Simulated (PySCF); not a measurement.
**C₃H₈N₂Si: electronic excitations and core binding energies**

Wanted: the electronic excitations and core binding energies of C₃H₈N₂Si (`[H]/N=C/[C@@H]1C[SiH2]N1`), by calculation.

Programs: PySCF 2.14.0, with density-fitted response routines of our own. Each step states its level of theory. These are calculated values for one molecule in the gas phase, unless marked as measured. Atoms count from 0, in the outputs and in this text.

## Step 1: Starting geometry

14 atoms, charge 0, multiplicity 1; geometry from: GFN2-xTB.

Bonds of the start (Å): N0–C1 1.25, C1–C2 1.49, C2–C3 1.54, C3–Si4 1.91, Si4–N5 1.72, N5–C2 1.45, N0–H6 1.02, C1–H7 1.10, C2–H8 1.10, C3–H9 1.09, C3–H10 1.09, Si4–H11 1.46, Si4–H12 1.46, N5–H13 1.01.

## Step 2: Ultraviolet spectrum: wB97X-D/def2-SVPD

Job settings and geometry (Å):

```
{"job": {"kind": "uv", "xc": "wB97X-D", "basis": "def2-SVPD", "nstates": 8, "ntriplets": 3}, "charge": 0, "multiplicity": 1}
N      2.004365     0.796438    -0.509166
C      1.556941    -0.299338    -0.093248
C      0.267659    -0.370884     0.649938
C     -0.846741    -1.010708    -0.204105
Si    -1.676878     0.713959    -0.240745
N     -0.383564     0.908335     0.878591
H      2.883205     0.749994    -1.020277
H      2.038796    -1.278982    -0.238701
H      0.447137    -0.901795     1.595994
H     -1.372367    -1.803772     0.317869
H     -0.485739    -1.403946    -1.150136
H     -2.969321     0.859445     0.425765
H     -1.662116     1.348586    -1.560386
H      0.197945     1.692194     1.126440
```

With the program's defaults for keys left out, this is: TDDFT wB97X-D/def2-SVPD, vertical, gas phase, core orbitals frozen in the response.

Command:

```sh
$ OMP_NUM_THREADS=1 python probes_run.py task.json out
```

The driver reads the jobs from task.json and runs them one after another.

Standard output:

```text
coarse grid: 11968 points
cycle   1  E = -517.6398563157  dE =  9.163e-01  |g| = 5.214e-01  |ddm| = 5.411e+00
cycle   2  E = -517.6326135589  dE =  7.243e-03  |g| = 6.005e-01  |ddm| = 2.078e+00
cycle   3  E = -517.7083240126  dE = -7.571e-02  |g| = 5.089e-02  |ddm| = 1.068e+00
cycle   4  E = -517.7088981140  dE = -5.741e-04  |g| = 3.291e-02  |ddm| = 1.639e-01
cycle   5  E = -517.7091532390  dE = -2.551e-04  |g| = 6.904e-03  |ddm| = 8.491e-02
cycle   6  E = -517.7091668167  dE = -1.358e-05  |g| = 2.641e-03  |ddm| = 3.198e-02
cycle   7  E = -517.7091688075  dE = -1.991e-06  |g| = 7.445e-04  |ddm| = 1.595e-02
final grid: 110512 points
cycle   8  E = -517.7765604673  dE = -8.016e-05  |g| = 6.442e-03  |ddm| = 1.585e-01
cycle   9  E = -517.7765594173  dE =  1.050e-06  |g| = 7.140e-03  |ddm| = 2.679e-02
cycle  10  E = -517.7765699650  dE = -1.055e-05  |g| = 7.035e-04  |ddm| = 1.365e-02
cycle  11  E = -517.7765700716  dE = -1.065e-07  |g| = 3.892e-04  |ddm| = 3.078e-03
cycle  12  E = -517.7765701130  dE = -4.148e-08  |g| = 9.024e-05  |ddm| = 1.600e-03
cycle  13  E = -517.7765701155  dE = -2.436e-09  |g| = 3.098e-05  |ddm| = 4.826e-04
cycle  14  E = -517.7765701159  dE = -3.653e-10  |g| = 9.288e-06  |ddm| = 2.016e-04
converged SCF energy = -517.7765701159

Static polarisability (au): isotropic 73.670, principal 62.928 74.872 83.210

Singlet excitations
state   eV       nm        f      main configurations
  1   5.3576    231.4   0.00214   H-1->L 0.53, H-1->L+1 0.20, H->L 0.19
  2   5.6259    220.4   0.00838   H->L 0.72, H-1->L 0.12, H->L+1 0.09
  3   6.0252    205.8   0.00743   H->L+1 0.86
  4   6.8718    180.4   0.01150   H->L+2 0.69, H->L+4 0.24
  5   7.1003    174.6   0.09134   H-2->L 0.74
  6   7.3598    168.5   0.00085   H-1->L+2 0.35, H-1->L+1 0.28
  7   7.4222    167.0   0.00546   H->L+3 0.72, H->L+4 0.10
  8   7.7307    160.4   0.06799   H-2->L+1 0.43, H-2->L 0.12, H-1->L+1 0.12

Triplet excitations (Tamm-Dancoff, eV): 4.6436 5.3084 5.4534
```

Wall time 54 s (1 thread of Arm Neoverse N1, shared host); peak memory 0.78 GiB.

Frontier orbitals and where they lie:

| orbital | eV | atoms |
| --- | --- | --- |
| HOMO−3 | -11.11 | N0 23 %, C3 18 %, C1 14 % |
| HOMO−2 | -10.08 | C3 32 %, Si4 19 %, N0 13 % |
| HOMO−1 | -9.51 | N0 56 %, C1 14 %, H6 7 % |
| HOMO | -8.61 | N5 56 %, Si4 10 %, C2 10 % |
| LUMO | 1.51 | N0 23 %, C1 22 %, Si4 14 % |
| LUMO+1 | 2.03 | Si4 26 %, C1 15 %, N0 13 % |
| LUMO+2 | 2.42 | C1 20 %, Si4 20 %, H7 10 % |

With each of the 8 states as a Gaussian band of 0.4 eV half-width at 1/e, the curve within the window shown has maxima at 215 nm (ε 530), 173 nm (ε 4,400) L/(mol cm). Beyond the last state computed it falls off for lack of states. The curve at chosen wavelengths:

(nm, ε (L/mol/cm)): (154, 1609), (158, 2820), (162, 3419), (167, 3817), (171, 4310), (175, 4342), (179, 3518), (184, 1966), (188, 1011), (192, 507), (196, 341), (201, 363), (205, 433), (209, 492), (213, 524), (218, 521), (222, 483), (226, 420), (230, 343), (235, 242), (239, 172), (243, 115), (247, 74), (252, 39), (256, 23), (260, 13)

Ground-state properties from the same run:

```csv
property,computed
dipole moment (D),1.74
polarisability (Å³),10.92
HOMO–LUMO gap (eV),10.12
−ε(HOMO) (eV),8.61
```

## Step 3: X-ray photoelectron lines: SCAN, X2C

The job, as its differences from that of step 2:

```diff
@@ -1,2 +1,2 @@
-{"job": {"kind": "uv", "xc": "wB97X-D", "basis": "def2-SVPD", "nstates": 8, "ntriplets": 3}, "charge": 0, "multiplicity": 1}
+{"job": {"kind": "xps"}, "charge": 0, "multiplicity": 1}
 N      2.004365     0.796438    -0.509166
```

With the program's defaults for keys left out, this is: delta-SCF UKS SCAN, pcX-2 on the ionised atom, pcseg-1 elsewhere, spin-free X2C.

Standard output:

```text
ground state, core basis on atom 0 (N), 159 functions
  cycle   1  E = -518.51055124  |g| = 6.30e-01
  cycle   2  E = -518.30893251  |g| = 1.10e+00
  cycle   3  E = -518.60115055  |g| = 1.52e-01
  cycle   4  E = -518.60539187  |g| = 7.56e-02
  cycle   5  E = -518.60672937  |g| = 2.66e-02
  cycle   6  E = -518.60687553  |g| = 7.55e-03
  cycle   7  E = -518.60688891  |g| = 2.37e-03
  cycle   8  E = -518.60688839  |g| = 8.69e-04
  cycle   9  E = -518.60688830  |g| = 1.07e-04
  E(ground) = -518.65060098 Eh
hole in N 1s of atom 0
  cycle   1  E = -503.03306711  |g| = 1.85e+00
  cycle   2  E = -501.45228879  |g| = 2.31e+00
  cycle   3  E = -503.35130520  |g| = 8.82e-01
  cycle   4  E = -503.67163568  |g| = 4.21e-01
  cycle   5  E = -503.73754165  |g| = 1.37e-01
  cycle   6  E = -503.74484323  |g| = 4.53e-02
  cycle   7  E = -503.74579528  |g| = 1.35e-02
  cycle   8  E = -503.74589426  |g| = 5.72e-03
  cycle   9  E = -503.74591376  |g| = 1.91e-03
  cycle  10  E = -503.74591643  |g| = 9.99e-04
  cycle  11  E = -503.74591652  |g| = 3.25e-04
  E(ion) = -503.78891463 Eh   <S^2> = 0.7747   hole on atom = 1.000   binding energy = 404.407 eV
ground state, core basis on atom 1 (C), 159 functions
  cycle   1  E = -518.59688813  |g| = 5.91e-02
  cycle   2  E = -518.59654555  |g| = 4.41e-02
  cycle   3  E = -518.59649721  |g| = 4.59e-02
  cycle   4  E = -518.59698029  |g| = 6.29e-03
  cycle   5  E = -518.59699216  |g| = 5.42e-04
  cycle   6  E = -518.59699254  |g| = 1.90e-04
  E(ground) = -518.64218148 Eh
hole in C 1s of atom 1
  cycle   1  E = -507.30795312  |g| = 1.51e+00
  cycle   2  E = -505.16023257  |g| = 2.31e+00
  cycle   3  E = -507.55877537  |g| = 7.52e-01
  cycle   4  E = -507.67801457  |g| = 6.26e-01
  cycle   5  E = -507.84779147  |g| = 2.14e-01
  cycle   6  E = -507.87028959  |g| = 9.57e-02
  cycle   7  E = -507.87448730  |g| = 3.35e-02
  cycle   8  E = -507.87510840  |g| = 1.37e-02
  cycle   9  E = -507.87529895  |g| = 7.73e-03
  cycle  10  E = -507.87543037  |g| = 5.41e-03
  cycle  11  E = -507.87555543  |g| = 3.11e-03
  cycle  12  E = -507.87557795  |g| = 2.14e-03
  cycle  13  E = -507.87558226  |g| = 1.01e-03
  cycle  14  E = -507.87558352  |g| = 5.86e-04
  cycle  15  E = -507.87558408  |g| = 2.93e-04
  E(ion) = -507.91936474 Eh   <S^2> = 0.8315   hole on atom = 1.000   binding energy = 291.783 eV
ground state, core basis on atom 2 (C), 159 functions
  cycle   1  E = -518.59717984  |g| = 6.06e-02
  cycle   2  E = -518.59696161  |g| = 3.81e-02
  cycle   3  E = -518.59687109  |g| = 4.29e-02
  cycle   4  E = -518.59730055  |g| = 9.16e-03
  cycle   5  E = -518.59732134  |g| = 7.06e-04
  cycle   6  E = -518.59732095  |g| = 1.74e-04
  E(ground) = -518.64179410 Eh
hole in C 1s of atom 2
  cycle   1  E = -507.31512506  |g| = 1.52e+00
  cycle   2  E = -506.09482586  |g| = 2.21e+00
  cycle   3  E = -507.75736186  |g| = 5.33e-01
  cycle   4  E = -507.75971725  |g| = 5.11e-01
  cycle   5  E = -507.88513423  |g| = 7.22e-02
  cycle   6  E = -507.88707818  |g| = 1.86e-02
  cycle   7  E = -507.88719650  |g| = 1.33e-02
  cycle   8  E = -507.88728398  |g| = 3.95e-03
  cycle   9  E = -507.88729868  |g| = 2.21e-03
  cycle  10  E = -507.88730456  |g| = 1.10e-03
  cycle  11  E = -507.88730506  |g| = 4.06e-04
  E(ion) = -507.93053510 Eh   <S^2> = 0.7743   hole on atom = 1.000   binding energy = 291.468 eV
ground state, core basis on atom 3 (C), 159 functions
  cycle   1  E = -518.59581164  |g| = 5.85e-02
  cycle   2  E = -518.59574415  |g| = 2.53e-02
  cycle   3  E = -518.59574759  |g| = 2.49e-02
  cycle   4  E = -518.59589138  |g| = 6.39e-03
  cycle   5  E = -518.59590302  |g| = 9.19e-04
  cycle   6  E = -518.59590402  |g| = 2.39e-04
  E(ground) = -518.64062540 Eh
hole in C 1s of atom 3
  cycle   1  E = -507.36233847  |g| = 1.51e+00
  cycle   2  E = -506.48922014  |g| = 1.94e+00
  cycle   3  E = -507.85460455  |g| = 4.41e-01
  cycle   4  E = -507.85187823  |g| = 4.32e-01
  cycle   5  E = -507.93986694  |g| = 8.48e-02
  cycle   6  E = -507.94275622  |g| = 2.75e-02
  cycle   7  E = -507.94309308  |g| = 1.02e-02
  cycle   8  E = -507.94313452  |g| = 5.17e-03
  cycle   9  E = -507.94314867  |g| = 1.33e-03
  cycle  10  E = -507.94315200  |g| = 7.96e-04
  cycle  11  E = -507.94315274  |g| = 4.90e-04
  E(ion) = -507.98613379 Eh   <S^2> = 0.7693   hole on atom = 1.000   binding energy = 289.923 eV
ground state, core basis on atom 4 (Si), 170 functions
  cycle   1  E = -518.69389358  |g| = 2.88e-01
  cycle   2  E = -518.69391964  |g| = 4.45e-02
  cycle   3  E = -518.69380673  |g| = 4.14e-02
  cycle   4  E = -518.69414056  |g| = 1.23e-02
  cycle   5  E = -518.69417335  |g| = 3.39e-03
  cycle   6  E = -518.69417714  |g| = 6.63e-04
  cycle   7  E = -518.69417539  |g| = 1.29e-04
  E(ground) = -518.69732432 Eh
hole in Si 1s of atom 4
  cycle   1  E = -449.77285722  |g| = 4.35e+00
  cycle   2  E = -448.18836441  |g| = 2.52e+00
  cycle   3  E = -442.64137307  |g| = 2.76e+00
  cycle   4  E = -450.69256401  |g| = 5.04e-01
  cycle   5  E = -450.75696046  |g| = 3.80e-01
  cycle   6  E = -450.82009744  |g| = 1.39e-01
  cycle   7  E = -450.82895657  |g| = 4.88e-02
  cycle   8  E = -450.82999764  |g| = 2.54e-02
  cycle   9  E = -450.83027071  |g| = 1.25e-02
  cycle  10  E = -450.83034490  |g| = 3.27e-03
  cycle  11  E = -450.83034987  |g| = 1.08e-03
  cycle  12  E = -450.83035008  |g| = 1.92e-04
  E(ion) = -450.84102786 Eh   <S^2> = 0.7523   hole on atom = 1.000   binding energy = 1846.464 eV
hole in Si 2p of atom 4
  cycle   1  E = -514.43132705  |g| = 1.24e+00
  cycle   2  E = -512.67028215  |g| = 1.67e+00
  cycle   3  E = -514.09767558  |g| = 1.05e+00
  cycle   4  E = -514.70892739  |g| = 2.46e-01
  cycle   5  E = -514.72981831  |g| = 2.19e-01
  cycle   6  E = -514.75347246  |g| = 5.40e-02
  cycle   7  E = -514.75479738  |g| = 2.36e-02
  cycle   8  E = -514.75506116  |g| = 7.86e-03
  cycle   9  E = -514.75509236  |g| = 1.89e-03
  cycle  10  E = -514.75509281  |g| = 5.05e-04
  cycle  11  E = -514.75509345  |g| = 3.53e-04
  E(ion) = -514.76923097 Eh   <S^2> = 0.7527   hole on atom = 1.002   binding energy = 106.889 eV
  2p3/2 = 106.651 eV   2p1/2 = 107.276 eV
ground state, core basis on atom 5 (N), 159 functions
  cycle   1  E = -518.60928209  |g| = 7.74e-02
  cycle   2  E = -518.60924000  |g| = 3.15e-02
  cycle   3  E = -518.60925820  |g| = 3.21e-02
  cycle   4  E = -518.60946921  |g| = 7.39e-03
  cycle   5  E = -518.60948245  |g| = 1.23e-03
  cycle   6  E = -518.60948471  |g| = 5.68e-04
  cycle   7  E = -518.60948304  |g| = 9.61e-05
  E(ground) = -518.65253924 Eh
hole in N 1s of atom 5
  cycle   1  E = -503.05669407  |g| = 1.87e+00
  cycle   2  E = -502.22654916  |g| = 2.18e+00
  cycle   3  E = -503.70223683  |g| = 4.23e-01
  cycle   4  E = -503.74764648  |g| = 2.14e-01
  cycle   5  E = -503.76269377  |g| = 1.24e-01
  cycle   6  E = -503.76951926  |g| = 2.79e-02
  cycle   7  E = -503.76990841  |g| = 5.17e-03
  cycle   8  E = -503.76992208  |g| = 1.94e-03
  cycle   9  E = -503.76992368  |g| = 1.08e-03
  cycle  10  E = -503.76992497  |g| = 3.44e-04
  E(ion) = -503.81204391 Eh   <S^2> = 0.7656   hole on atom = 1.000   binding energy = 403.830 eV
```

Wall time 2.6 min (1 thread of Arm Neoverse N1, shared host); peak memory 0.58 GiB.

The holes in one table. −ε is the ground-state orbital energy:

```
       hole  stands for                                        environment  ΔSCF (eV; 2p as the shell's mean)  −ε (eV)   ⟨S²⟩
  N1s on N0          N0                                     imine nitrogen                             404.41    385.6  0.775
  C1s on C1          C1                                         C=N carbon                             291.78    274.8  0.832
  C1s on C2          C2                                 sp3 CH bonded to N                             291.47    274.7  0.774
  C1s on C3          C3                               sp3 CH2 bonded to Si                             289.92    273.3  0.769
Si1s on Si4         Si4  silicon bonded to C, N, 2 H, in a 4-membered ring                            1846.46   1793.2  0.752
Si2p on Si4         Si4  silicon bonded to C, N, 2 H, in a 4-membered ring                             106.86     96.0  0.753
  N1s on N5          N5  nitrogen bonded to C, Si, H, in a 4-membered ring                             403.83    385.1  0.766
```

With the spin-orbit splitting: Si4 2p3/2 106.65, 2p1/2 107.28 eV. The table gives each 2p level as the mean over the whole 2p shell (two parts 2p3/2, one part 2p1/2), which differs a little from the single hole in the log.

## Step 4: Outcome

| quantity | value |
| --- | --- |
| lowest singlet (wB97X-D/def2-SVPD) | 5.36 eV (231 nm), f = 0.002 |
| brightest single state of those computed | state 5, 7.10 eV, f = 0.091 |
| lowest triplet | 4.64 eV |
| C1s binding energies, SCAN/pcX-2 | C1 291.78, C2 291.47, C3 289.92 eV |
| N1s binding energies, SCAN/pcX-2 | N0 404.41, N5 403.83 eV |
| Si1s binding energies, SCAN/pcX-2 | Si4 1846.46 eV |
| Si2p binding energies, SCAN/pcX-2 | Si4 106.86 eV |

In words: The first singlet state (HOMO−1→LUMO 0.53, HOMO−1→LUMO+1 0.20) lies at 5.36 eV and is weak; of the 8 states computed, the strongest absorption comes from state 5 at 7.10 eV (the last state computed is bright too, and its partners may lie past the list). The lowest triplet lies 0.71 eV below the lowest singlet (triplets in Tamm-Dancoff, singlets in full TDDFT). C1 (C=N carbon) binds its C1s electron 1.86 eV more tightly than C3 (sp3 CH2 bonded to Si). N0 (imine nitrogen) binds its N1s electron 0.58 eV more tightly than N5 (nitrogen bonded to C, Si, H, in a 4-membered ring).
